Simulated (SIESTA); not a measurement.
## Na2Sb under changes of volume

One of the cells (16.712 Å³/atom); the others are scaled copies at fixed shape and fractional positions:

```
CELL_PARAMETERS angstrom
3.28644 0.00000 0.00000
0.00000 3.28644 0.00000
0.00000 0.00000 4.64202
ATOMIC_POSITIONS crystal
Na 0.50000 0.00000 0.50000
Na 0.00000 0.50000 0.50000
Sb 0.00000 0.00000 0.00000
```

The cell was built by a generator and needn't be a form met in nature.

```yaml
Program: SIESTA 5.4.2
Functional: WC
Potentials_or_basis: PseudoDojo 0.4 standard (PBEsol files, fully relativistic)
Basis: DZP (energy shift 0.005 Ry; radii capped at 9.5 bohr)
Grid_cutoff: 800 Ry
Energy_shift: 0.005 Ry
k_mesh: 6 × 6 × 4
Occupations: fermi-dirac, width 0.05 eV
Spin: non-collinear spin, antiferromagnetic start, spin-orbit coupling
Starting_moments: "[[0.0, 0.0, 0.5], [-0.0, -0.0, -0.5], [0.0, 0.0, 0.0]] μB"
```

```csv
volume (Å³/atom),energy over the lowest point (meV/atom),pressure (GPa)
15.710,449.00,45.3
16.044,358.16,41.7
16.378,274.58,38.5
16.712,197.57,35.5
17.047,126.47,32.8
17.381,?,?
17.715,0.00,28.0
```

Question: What does the run at 17.381 Å³/atom give?

Answer: Energy over the lowest point 60.77 meV/atom; pressure 30.3 GPa.

Worked out: A Birch-Murnaghan fit of order 3 (a polynomial in V^(-2/3)) to the other rows has no minimum within the range. It gives 60.79 meV/atom at 17.381 Å³/atom, against the run's 60.77, and -dE/dV = 30.3 GPa, against 30.3.

Energies are extrapolated to zero smearing.

Caveats: semicore shells carry a single zeta, which can move pressures by several GPa and volumes by a few percent; the potentials were made for another functional, which shifts forces and pressure; the basis of atomic orbitals isn't converged, which shifts pressures, moduli and gaps.
